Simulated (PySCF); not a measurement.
# C2H7FGe: electronic excitations and core binding energies

Wanted: the electronic excitations and core binding energies of C2H7FGe (`FC[CH2][GeH3]`), by calculation.

The runs use PySCF 2.14.0, with density-fitted response routines of our own; the level of theory stands in each step. All values are computed, except where a source is named. Atoms count from 0, in the outputs and in this text.

## 1. The molecule as given

11 atoms, charge 0, multiplicity 1; geometry from: GFN2-xTB.

Bonds of the start (Å): F0–C1 1.38, C1–C2 1.51, C2–Ge3 1.98, C1–H4 1.09, C1–H5 1.09, C2–H6 1.09, C2–H7 1.09, Ge3–H8 1.49, Ge3–H9 1.50, Ge3–H10 1.49.

## 2. Ultraviolet spectrum: CAM-B3LYP/def2-SVPD

What the job is given:

```
{"job": {"kind": "uv", "xc": "CAM-B3LYP", "basis": "def2-SVPD", "nstates": 8, "ntriplets": 3}, "charge": 0, "multiplicity": 1}
F     -0.933117     1.575332     0.202677
C     -1.355720     0.259981     0.256940
C     -0.328507    -0.605805    -0.441378
Ge     1.475661     0.060954     0.031957
H     -2.345758     0.227561    -0.208627
H     -1.433216     0.012357     1.319797
H     -0.461692    -0.548523    -1.522118
H     -0.468492    -1.645325    -0.148656
H      1.579247     0.242723     1.510214
H      2.511359    -0.933858    -0.390253
H      1.765660     1.357272    -0.636516
```

Method: TDDFT CAM-B3LYP/def2-SVPD, vertical, gas phase, core orbitals frozen in the response.

Started as:

```
$ OMP_NUM_THREADS=1 python probes_run.py task.json out
```

The driver reads the jobs from task.json and runs them one after another.

What it wrote:

```text
coarse grid: 40384 points
cycle   1  E = -2256.8642863427  dE = -3.815e-01  |g| = 5.819e-01  |ddm| = 3.781e+00
cycle   2  E = -2256.8544929272  dE =  9.793e-03  |g| = 6.705e-01  |ddm| = 9.959e-01
cycle   3  E = -2256.9152301718  dE = -6.074e-02  |g| = 6.084e-02  |ddm| = 5.103e-01
cycle   4  E = -2256.9157112756  dE = -4.811e-04  |g| = 2.798e-02  |ddm| = 7.418e-02
cycle   5  E = -2256.9158249948  dE = -1.137e-04  |g| = 3.316e-03  |ddm| = 2.631e-02
cycle   6  E = -2256.9158271214  dE = -2.127e-06  |g| = 6.547e-04  |ddm| = 6.159e-03
final grid: 84664 points
cycle   7  E = -2256.9157747005  dE = -7.569e-08  |g| = 5.354e-04  |ddm| = 2.778e-03
cycle   8  E = -2256.9157747168  dE = -1.625e-08  |g| = 4.772e-04  |ddm| = 1.210e-03
cycle   9  E = -2256.9157747665  dE = -4.976e-08  |g| = 2.972e-05  |ddm| = 5.331e-04
cycle  10  E = -2256.9157747667  dE = -1.619e-10  |g| = 1.173e-05  |ddm| = 4.333e-05
converged SCF energy = -2256.9157747667

Static polarisability (au): isotropic 56.723, principal 51.553 54.116 64.499

Singlet excitations
state   eV       nm        f      main configurations
  1   8.1330    152.4   0.00784   H->L 0.81, H->L+1 0.15
  2   8.6855    142.7   0.28108   H->L+1 0.69, H->L 0.12
  3   8.7905    141.0   0.07076   H-2->L 0.70, H->L+2 0.12
  4   8.8312    140.4   0.10941   H-1->L 0.86
  5   8.8882    139.5   0.06224   H-2->L+1 0.40, H->L+2 0.23, H-2->L 0.13
  6   8.9166    139.0   0.03362   H-1->L+1 0.61
  7   9.0279    137.3   0.00877   H-2->L+1 0.34, H->L+2 0.31, H-1->L+1 0.09
  8   9.2064    134.7   0.02044   H->L+3 0.59, H-3->L 0.09, H->L+4 0.09

Triplet excitations (Tamm-Dancoff, eV): 7.7786 8.0199 8.2721
```

It took 30 s on 1 thread of Arm Neoverse V1, shared host; peak memory 0.67 GiB.

Frontier orbitals and where they lie:

```csv
orbital,eV,atoms
HOMO−3,-11.39,"F0 33 %, C1 20 %, H5 12 %"
HOMO−2,-10.76,"Ge3 38 %, H9 28 %, H8 14 %"
HOMO−1,-10.72,"Ge3 37 %, H10 29 %, H8 12 %"
HOMO,-10.08,"C2 34 %, Ge3 23 %, C1 12 %"
LUMO,1.04,"Ge3 48 %, C2 8 %, H9 7 %"
LUMO+1,1.42,"Ge3 24 %, C2 17 %, H8 9 %"
LUMO+2,1.97,"C1 21 %, Ge3 19 %, H4 15 %"
```

With each of the 8 states as a Gaussian band of 0.4 eV half-width at 1/e, the curve within the window shown has maxima at 141 nm (ε 22,000) L/(mol cm). Beyond the last state computed it falls off for lack of states. The curve at chosen wavelengths:

nm, ε (L/mol/cm) and a bar:
```
      130       1484 ##
      131       2387 ###
      133       5388 #######
      134       7554 ##########
      135      10108 ##############
      137      15729 #####################
      138      18306 #########################
      140      21665 #############################
      141      22079 ##############################
      142      21578 #############################
      144      18283 #########################
      145      15901 ######################
      146      13346 ##################
      148       8521 ############
      149       6513 #########
      150       4853 #######
      152       2533 ###
      153       1791 ##
      154       1257 ##
      156        618 #
      157        435 #
      159        220 
      160        157 
      161        112 
      163         56 
      164         39
```

Ground-state properties from the same run:

| property | computed |
| --- | --- |
| dipole moment (D) | 1.99 |
| polarisability (Å³) | 8.41 |
| HOMO–LUMO gap (eV) | 11.12 |
| −ε(HOMO) (eV) | 10.08 |

## 3. Core holes by ΔSCF: SCAN, X2C

Settings changed since step 2:

```diff
@@ -1,2 +1,2 @@
-{"job": {"kind": "uv", "xc": "CAM-B3LYP", "basis": "def2-SVPD", "nstates": 8, "ntriplets": 3}, "charge": 0, "multiplicity": 1}
+{"job": {"kind": "xps"}, "charge": 0, "multiplicity": 1}
 F     -0.933117     1.575332     0.202677
```

Level: delta-SCF UKS SCAN, pcX-2 on the ionised atom, pcseg-1 elsewhere, spin-free X2C.

What it wrote:

```text
ground state, core basis on atom 0 (F), 135 functions
  cycle   1  E = -2274.22589371  |g| = 5.87e-01
  cycle   2  E = -2274.13636644  |g| = 9.71e-01
  cycle   3  E = -2274.28343281  |g| = 9.45e-02
  cycle   4  E = -2274.28463918  |g| = 4.45e-02
  cycle   5  E = -2274.28513140  |g| = 8.82e-03
  cycle   6  E = -2274.28514874  |g| = 1.85e-03
  cycle   7  E = -2274.28515032  |g| = 5.80e-04
  cycle   8  E = -2274.28515256  |g| = 7.98e-05
  E(ground) = -2274.41847519 Eh
hole in F 1s of atom 0
  cycle   1  E = -2247.94735655  |g| = 2.58e+00
  cycle   2  E = -2247.77510377  |g| = 2.19e+00
  cycle   3  E = -2248.78041154  |g| = 3.90e-01
  cycle   4  E = -2248.81223060  |g| = 2.21e-01
  cycle   5  E = -2248.83759337  |g| = 3.86e-02
  cycle   6  E = -2248.83825191  |g| = 1.16e-02
  cycle   7  E = -2248.83831783  |g| = 3.80e-03
  cycle   8  E = -2248.83832465  |g| = 8.90e-04
  cycle   9  E = -2248.83832447  |g| = 2.08e-04
  E(ion) = -2248.97744004 Eh   <S^2> = 0.7569   hole on atom = 1.000   binding energy = 692.286 eV
ground state, core basis on atom 1 (C), 135 functions
  cycle   1  E = -2274.24323730  |g| = 8.27e-02
  cycle   2  E = -2274.24208761  |g| = 1.05e-01
  cycle   3  E = -2274.24372278  |g| = 2.25e-02
  cycle   4  E = -2274.24380170  |g| = 5.06e-03
  cycle   5  E = -2274.24380961  |g| = 6.79e-04
  cycle   6  E = -2274.24381151  |g| = 1.12e-04
  E(ground) = -2274.37474070 Eh
hole in C 1s of atom 1
  cycle   1  E = -2262.92152330  |g| = 1.50e+00
  cycle   2  E = -2259.98734759  |g| = 2.48e+00
  cycle   3  E = -2263.17100772  |g| = 8.14e-01
  cycle   4  E = -2263.39635923  |g| = 4.55e-01
  cycle   5  E = -2263.46538124  |g| = 1.33e-01
  cycle   6  E = -2263.47073185  |g| = 3.45e-02
  cycle   7  E = -2263.47132085  |g| = 1.14e-02
  cycle   8  E = -2263.47138091  |g| = 4.99e-03
  cycle   9  E = -2263.47139759  |g| = 1.57e-03
  cycle  10  E = -2263.47140220  |g| = 6.96e-04
  cycle  11  E = -2263.47139975  |g| = 2.20e-04
  E(ion) = -2263.60273094 Eh   <S^2> = 0.7715   hole on atom = 1.000   binding energy = 293.121 eV
ground state, core basis on atom 2 (C), 135 functions
  cycle   1  E = -2274.24171099  |g| = 5.83e-02
  cycle   2  E = -2274.24168030  |g| = 2.17e-02
  cycle   3  E = -2274.24168491  |g| = 2.09e-02
  cycle   4  E = -2274.24179432  |g| = 2.30e-03
  cycle   5  E = -2274.24179294  |g| = 6.10e-04
  cycle   6  E = -2274.24179823  |g| = 1.61e-04
  E(ground) = -2274.37314111 Eh
hole in C 1s of atom 2
  cycle   1  E = -2262.98933254  |g| = 1.51e+00
  cycle   2  E = -2262.22357800  |g| = 1.89e+00
  cycle   3  E = -2263.51036455  |g| = 3.75e-01
  cycle   4  E = -2263.54693959  |g| = 2.42e-01
  cycle   5  E = -2263.56439539  |g| = 5.66e-02
  cycle   6  E = -2263.56548472  |g| = 8.72e-03
  cycle   7  E = -2263.56551922  |g| = 5.02e-03
  cycle   8  E = -2263.56553410  |g| = 1.35e-03
  cycle   9  E = -2263.56553516  |g| = 6.77e-04
  cycle  10  E = -2263.56553620  |g| = 1.98e-04
  E(ion) = -2263.69567531 Eh   <S^2> = 0.7689   hole on atom = 1.000   binding energy = 290.549 eV
```

Wall time 22 s (1 thread of Arm Neoverse V1, shared host); peak memory 0.52 GiB.

Binding energies by hole, beside the orbital energy of the ground state; the difference holds orbital relaxation and, for a density functional, its self-interaction error:

```
     hole  stands for                environment  ΔSCF (eV)  −ε (eV)   ⟨S²⟩
F1s on F0          F0  fluorine on an sp3 carbon     692.29    666.3  0.757
C1s on C1          C1        sp3 CH2 bonded to F     293.12    275.7  0.771
C1s on C2          C2       sp3 CH2 bonded to Ge     290.55    273.8  0.769
```

## 4. Summary of results

| quantity | value |
| --- | --- |
| lowest singlet (CAM-B3LYP/def2-SVPD) | 8.13 eV (152 nm), f = 0.008 |
| brightest single state of those computed | state 2, 8.69 eV, f = 0.281 |
| lowest triplet | 7.78 eV |
| C1s binding energies, SCAN/pcX-2 | C1 293.12, C2 290.55 eV |
| F1s binding energies, SCAN/pcX-2 | F0 692.29 eV |

**Reading.** The first singlet state (HOMO→LUMO 0.81, HOMO→LUMO+1 0.15) lies at 8.13 eV and is weak; of the 8 states computed, the strongest absorption comes from state 2 at 8.69 eV. The lowest triplet lies 0.35 eV below the lowest singlet (triplets in Tamm-Dancoff, singlets in full TDDFT). C1 (sp3 CH2 bonded to F) binds its C1s electron 2.57 eV more tightly than C2 (sp3 CH2 bonded to Ge).
